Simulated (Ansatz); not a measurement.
Here is an Ansatz 0.2.0 calculation.

The input input.yaml:

```yaml
crystal:
  lattice:
    - [4.865622, 0.0, 0.0]
    - [0.0, 4.865622, 0.0]
    - [0.0, 0.0, 4.865622]
  atoms:
    - { symbol: Te, position: [0.0, 0.0, 0.0] }
    - { symbol: Sn, position: [0.0, 0.5, 0.5] }
    - { symbol: Sn, position: [0.5, 0.0, 0.5] }
    - { symbol: Sn, position: [0.5, 0.5, 0.0] }
kpoints:
  mp_grid: { grid: [6, 6, 6] }
scf:
  occupations: { method: fermi_dirac, width: 0.05 }
hamiltonian:
  xc: pbesol
  pseudopotentials: { kind: all_electron, lapw: { basis_error: 0.002 } }
output:
  forces: true
  stress: true
relax:
  f_tol: 0.01
  max_steps: 60
  cell: {}
```

Potentials or basis: all-electron LAPW, scalar-relativistic.

The run is started by

```bash
$ ansatz run input.yaml --threads 2 --pin off --max-ram 8192MiB --backend cpu --events-out ev --progress --plain --runs-dir out
```

Predict the relaxed cell.

a = 4.783 Å, b = 4.783 Å, c = 4.783 Å, α = 90.00°, β = 90.00°, γ = 90.00°.

Estimate the space group after relaxing (to 0.05 Å).

Pm-3m (No. 221).

Predict the relaxed volume.

27.36 Å³/atom.

Final structure:
```
Te Sn
1.0
     4.78319    0.00000    0.00000
     0.00000    4.78319    0.00000
     0.00000    0.00000    4.78319
Te Sn
1 3
Cartesian
  0.0000 0.0000 0.0000
  0.0000 2.3916 2.3916
  2.3916 0.0000 2.3916
  2.3916 2.3916 0.0000
```

Spin-orbit coupling is left out, which matters for the levels of Te.
